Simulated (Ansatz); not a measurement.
I need a ladder of methods at one geometry of AlBrFHS, SMILES [F][Al]([SH])[Br]. Use Ansatz's Python interface. Use (for the species named): MP2, def2-SVP basis, multiplicity 1. The script varies method: mp2, ccsd, ccsd_t.

```yaml
atoms:
  - { symbol: F, position_ang: [-1.0680, -1.3906, 1.3374] }
  - { symbol: Al, position_ang: [-0.4301, -0.4126, -0.0504] }
  - { symbol: S, position_ang: [1.7479, 0.1099, -0.0879] }
  - { symbol: Br, position_ang: [-1.7565, 0.3086, -1.8311] }
  - { symbol: H, position_ang: [1.5566, 1.3110, 0.5906] }
```

`methods_albrfhs.py`:
```python
import warnings

import ansatz as az
from ase import Atoms

BASIS_SET = "def2-SVP"

warnings.simplefilter("ignore", az.DeckWarning)

atoms = Atoms(["F", "Al", "S", "Br", "H"], positions=[
    (-1.068, -1.3906, 1.3374),
    (-0.4301, -0.4126, -0.0504),
    (1.7479, 0.1099, -0.0879),
    (-1.7565, 0.3086, -1.8311),
    (1.5566, 1.311, 0.5906),
])
geometry = az.Crystal.molecule_from_ase(atoms)

calculation = geometry.calculation().basis(gaussian=BASIS_SET)

methods = ["mp2", "ccsd", "ccsd_t"]
reports = [calculation.correlation(m).run().report for m in methods]
print(f"Hartree-Fock reference {reports[0]['reference_energy_ev'] / 27.211386246:.6f} Ha")
best = reports[-1]["free_energy_ev"] - reports[-1]["reference_energy_ev"]
for method, each in zip(methods, reports):
    gained = each["free_energy_ev"] - each["reference_energy_ev"]
    print(f"{method:8s} total {each['free_energy_ev'] / 27.211386246:.6f} Ha  correlation {gained:9.4f} eV  ({100 * gained / best:.1f} % of the last)")
```

`python methods_albrfhs.py` gives:
```text
Hartree-Fock reference -3311.460471 Ha
mp2      total -3312.064655 Ha  correlation  -16.4407 eV  (94.5 % of the last)
ccsd     total -3312.085955 Ha  correlation  -17.0203 eV  (97.9 % of the last)
ccsd_t   total -3312.099496 Ha  correlation  -17.3888 eV  (100.0 % of the last)
```

Reading the output:
- Total energies depend on the basis set; only differences at equal settings carry meaning.
- The geometry is a force-field or estimated start, not a minimum of this method, and the basis set is short of its limit. A lower total doesn't mark the better method: functionals have no common bound, and MP2 and coupled cluster aren't variational.
- Inner cores stay frozen; a filled d shell under the valence of the heavier atoms is correlated with it.
- Wall time of the script: 12 s on 1 thread of Arm Neoverse V1, with other jobs on the host, peak memory 0.3 GiB.
